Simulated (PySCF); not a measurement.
**WOCl₂: structure of the triplet**

The task is one start of a wider search on WOCl₂: the triplet, from a trigonal pyramidal start. It is relaxed, tested by its Hessian and followed downhill if it is a saddle.

Method: B3LYP, basis W def2-SVP with ECP60, O def2-SVP, Cl def2-SVP, scalar-relativistic core potentials, no spin–orbit coupling, density fitting; program: PySCF 2.14.0.

## (1) The starting structure

4 atoms, charge 0, spin multiplicity 3.

Bond lengths: W1–O2 1.770 Å, W1–Cl3 2.360 Å, W1–Cl4 2.360 Å. Angles: O2–W1–Cl3 99.8°, O2–W1–Cl4 99.8°, Cl3–W1–Cl4 99.8°.

```xyz
4
charge 0 multiplicity 3
W    -0.0887   -0.1536   -0.3364
O    -0.8701   -1.5070    0.4946
Cl    1.9951   -0.1536    0.7716
Cl   -1.1306    1.6510    0.7716
```

## (2) Trigonal pyramidal start, triplet: relaxation

The steps below are one call of a driver around PySCF. For each, scf.py gives the equivalent set-up of the SCF; relaxations use the driver's own optimiser. Before each start the driver seeks the lowest SCF state from one or more starting densities and follows internal instabilities, so scf.py alone need not reach the same state.

The program finds Cs symmetry in the start, which this walk keeps.

The input, scf.py:

```python
from pyscf import gto, scf, dft
mol = gto.M(atom='''
W     -0.088686    -0.153613    -0.336377
O     -0.870058    -1.507029     0.494623
Cl     1.995103    -0.153591     0.771624
Cl    -1.130610     1.650985     0.771621''',
    basis={'W': 'def2-SVP', 'O': 'def2-SVP', 'Cl': 'def2-SVP'},
    ecp={'W': 'def2-SVP'},
    charge=0, spin=2)
mf = dft.UKS(mol, xc='B3LYP')
mf.grids.atom_grid = (50, 194)
aux = {'W': 'def2-universal-JKFIT', 'O': 'def2-universal-JKFIT', 'Cl': 'def2-universal-JKFIT'}
mf = mf.density_fit(auxbasis=aux)
mf.kernel()
```

After this run come: Is it a minimum? Harmonic modes.

Before running it: what results should come out? Wanted: minimum; geometry; wavenumbers; dipole moment; highest occupied, lowest empty level; polar-tensor charge of W1; zero-point energy; atomisation energy; ⟨S²⟩.

**Answer**, as computed:

| quantity | value |
| --- | --- |
| minimum | triplet, C2v |
| geometry | W–Cl 2.306 Å (×2), W–O 1.690 Å; Cl–W–Cl 121.5°, Cl–W–O 119.2° (×2) |
| wavenumbers (cm⁻¹) | 77 (b1), 101 (a1), 223 (b2), 388 (a1), 404 (b2), 1040 (a1) |
| dipole moment | 0.66 D |
| highest occupied, lowest empty level (either spin) | -6.68, -3.97 eV |
| polar-tensor charge of W1 | +1.66 e |
| zero-point energy | 13.4 kJ/mol |
| entropy at 298.15 K | 346.7 J/(mol K) |
| atomisation energy (no zero-point energy) | 1548 kJ/mol |
| ⟨S²⟩ | 2.013 |

What this shows: From Cs at the start the molecule goes to a C2v minimum. The strongest infrared band lies at 1040 cm⁻¹ (a1, stretch). Most of the spin sits on W1 (Mulliken spin 2.04, against 2 for the whole molecule). Other starts or spin states, not run here, may lie lower. Modes under about 90 cm⁻¹ are uncertain by tens of cm⁻¹. One determinant may miss the lowest occupation of an open d or f shell. Spin–orbit coupling, left out here, can matter for elements this heavy.
